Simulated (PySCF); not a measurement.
# C4H4BFS2: circular dichroism and optical rotation

Wanted: circular dichroism and optical rotation for C4H4BFS2 (`C#C[C@@H]1SBS[C@@H]1F`).

Computed with PySCF 2.14.0 and routines of our own; the level stands in each step. Atoms count from 0.

### Step 1. The system as given

12 atoms, charge 0, multiplicity 1; geometry from: GFN2-xTB.

### Step 2. Circular dichroism and optical rotation: TDDFT PBE0/def2-SVPD

The job: settings as JSON, then the geometry in Å.

```
{"job": {"kind": "ecd", "xc": "PBE0", "basis": "def2-SVPD", "nstates": 16}, "charge": 0, "multiplicity": 1}
C      2.618244    -0.867195    -0.541861
C      1.540974    -0.686007    -0.053094
C      0.226931    -0.438914     0.484888
S     -1.084663    -1.294240    -0.534692
B     -2.361626    -0.121941    -0.201869
S     -1.887355     1.329521     0.718740
C     -0.077499     1.054968     0.555654
F      0.354984     1.697775    -0.569410
H      3.569442    -1.037153    -0.949675
H      0.137668    -0.868710     1.488007
H     -3.459844    -0.300750    -0.533418
H      0.423942     1.531960     1.404861
```

Method: TDDFT PBE0/def2-SVPD circular dichroism and optical rotation, one conformer, gas phase.

Launch:

```console
> OMP_NUM_THREADS=1 python excited_run.py task.json out
```

One launch serves the whole session: the jobs run in the order shown.

What it wrote:

```text
coarse grid: 12248 points
cycle   1  E = -1074.6809459792  dE =  1.203e+00  |g| = 5.468e-01  |ddm| = 9.468e+00
cycle   2  E = -1074.6005222313  dE =  8.042e-02  |g| = 8.501e-01  |ddm| = 2.624e+00
cycle   3  E = -1074.7429967846  dE = -1.425e-01  |g| = 1.310e-01  |ddm| = 1.430e+00
cycle   4  E = -1074.7460263380  dE = -3.030e-03  |g| = 7.741e-02  |ddm| = 2.951e-01
cycle   5  E = -1074.7474277662  dE = -1.401e-03  |g| = 1.801e-02  |ddm| = 1.293e-01
cycle   6  E = -1074.7475033473  dE = -7.558e-05  |g| = 3.023e-03  |ddm| = 4.722e-02
cycle   7  E = -1074.7475057464  dE = -2.399e-06  |g| = 8.041e-04  |ddm| = 8.560e-03
final grid: 112624 points
cycle   8  E = -1074.8598321939  dE = -2.697e-05  |g| = 9.162e-03  |ddm| = 1.392e-01
cycle   9  E = -1074.8598135469  dE =  1.865e-05  |g| = 1.274e-02  |ddm| = 3.599e-02
cycle  10  E = -1074.8598531705  dE = -3.962e-05  |g| = 1.902e-03  |ddm| = 2.103e-02
cycle  11  E = -1074.8598540223  dE = -8.517e-07  |g| = 5.607e-04  |ddm| = 4.123e-03
cycle  12  E = -1074.8598540976  dE = -7.530e-08  |g| = 1.590e-04  |ddm| = 1.084e-03
cycle  13  E = -1074.8598541034  dE = -5.873e-09  |g| = 3.522e-05  |ddm| = 3.423e-04
cycle  14  E = -1074.8598541037  dE = -2.733e-10  |g| = 1.467e-05  |ddm| = 8.757e-05
converged SCF energy = -1074.8598541037

Singlet excitations and rotatory strengths (1e-40 esu^2 cm^2)
state   eV       nm     f(len)   f(vel)    R(len)    R(vel)   main configurations
  1   5.3556   231.5  0.00548  0.00589    12.041    12.875   H->L+1 0.84, H->L 0.12
  2   5.3901   230.0  0.09897  0.09930   -19.409   -18.121   H->L 0.84, H->L+1 0.12
  3   6.0694   204.3  0.00146  0.00151    -4.220    -4.236   H-1->L+1 0.47, H-2->L+1 0.21, H-1->L 0.14
  4   6.2429   198.6  0.00207  0.00197    10.333    10.224   H-1->L 0.56, H-2->L+1 0.11, H->L+2 0.08
  5   6.2984   196.9  0.00518  0.00514    29.582    29.302   H->L+2 0.67, H-1->L 0.11
  6   6.3602   194.9  0.02382  0.02384   -25.755   -25.455   H-2->L 0.56, H-3->L 0.17, H-4->L 0.15
  7   6.5208   190.1  0.02828  0.02859   -32.564   -32.985   H-2->L+1 0.36, H-1->L+1 0.17, H-2->L 0.14
  8   6.5975   187.9  0.00387  0.00383    -2.154    -1.857   H-3->L 0.36, H-2->L 0.23, H-4->L 0.16
  9   6.7627   183.3  0.00721  0.00750   -24.113   -25.010   H-3->L+1 0.39, H-2->L+2 0.13
 10   6.8049   182.2  0.00398  0.00408    -9.957    -9.909   H->L+3 0.41, H-1->L+2 0.12, H-2->L+2 0.12
 11   6.9608   178.1  0.00403  0.00425    34.616    36.236   H-3->L+1 0.43, H->L+3 0.35
 12   7.0262   176.5  0.06115  0.06031    49.567    49.192   H-4->L 0.58, H-3->L 0.34
 13   7.1551   173.3  0.00604  0.00571   -20.449   -22.226   H->L+4 0.67, H-2->L+2 0.08
 14   7.1650   173.0  0.00583  0.00609    28.250    30.549   H-4->L+1 0.69, H->L+3 0.09
 15   7.3742   168.1  0.03399  0.03353   -31.940   -31.356   H->L+5 0.57
 16   7.4344   166.8  0.00148  0.00137    10.657    10.575   H-5->L 0.91

Specific rotation (deg / (dm g/mL))
    nm     length   length(OI)   velocity    alpha(len)  alpha(vel)
  633.0     -17.45     -14.23       7.77       99.939    101.076
  589.3     -21.38     -17.56       8.35      100.438    101.582
  546.0     -26.84     -22.23       8.75      101.069    102.220
  436.0     -57.09     -48.71       5.70      103.766    104.950
  405.0     -75.91     -65.50       1.12      105.045    106.243
  365.0    -118.63    -104.05     -13.30      107.361    108.587
  355.0    -135.13    -119.06     -19.87      108.112    109.347
```

Run time: 2.3 min. Hardware: 1 thread of Arm Neoverse N1, shared host; peak memory 0.93 GiB.

The fields below are evaluated on a grid from the run's orbitals.

Frontier orbitals at PBE0/def2-SVPD, with the share of their density that lies nearest to each atom:

```csv
orbital,energy (eV),lies on
HOMO,-7.52,"S3, S5 about 41 % each"
LUMO,-1.13,"B4 47 %; S3, S5 about 15 % each; H10 14 %"
```

ELF in a plane through or near 7 of the atoms.

Ten even steps from '0' (0.00) to '9' (1.00):
```
0000000000000000000000000000
0000000000000000000000000000
0000000000000000000000000000
0000000000000000001110000000
0000000000000110015652000000
0000000000001452158986100000
0000000000001555565896100000
0000001232001434835286100000
0000013567511546742452000000
0000466678654663169841000000
0003999238266441153443100000
0005999238465565669199950000
0002898668731441392799980000
0000244566300618174799970000
0000001233001772351289920000
0000000000002799840002000000
0000000000001577520000000000
0000000000000133200000000000
0000000000000000000000000000
0000000000000000000000000000
```
The map spans 12.8 Å across and 9.2 Å up, centred on the molecule. Atoms in the plane (x, y in Å): C0 (-2.8, -0.5), S3 (0.8, -1.6), B4 (2.3, -0.7), S5 (2.1, 1.1), C6 (0.3, 1.1), H8 (-3.8, -0.6), H10 (3.3, -1.2).

On the surface of density 0.002 e/bohr³ the electrostatic potential runs, from the 1st to the 99th percentile, from -0.88 V near F7 to 1.54 V near H8.

### Step 3. What came out

| quantity | value |
| --- | --- |
| state of largest rotatory strength (velocity form) among 16 (step 2, TDDFT PBE0/def2-SVPD) | 7.03 eV, R = +49.2 (velocity), +49.6 (length) ·10⁻⁴⁰ esu² cm² |
| specific rotation at 633.0 nm (step 2, TDDFT PBE0/def2-SVPD) | 7.8 (velocity), -17.4 (length) |
| surface potential, 1st and 99th percentile | -0.88 V and 1.54 V |

In words: In step 2 length and velocity forms differ in sign for some values, so those signs are unsure. Rotations belong to one conformer. The length form depends on the origin in a finite basis. At PBE0/def2-SVPD, counted by nearest atom on the grid, the HOMO lies on S3, S5 about 41 % each, the LUMO on B4 47 %; S3, S5 about 15 % each.
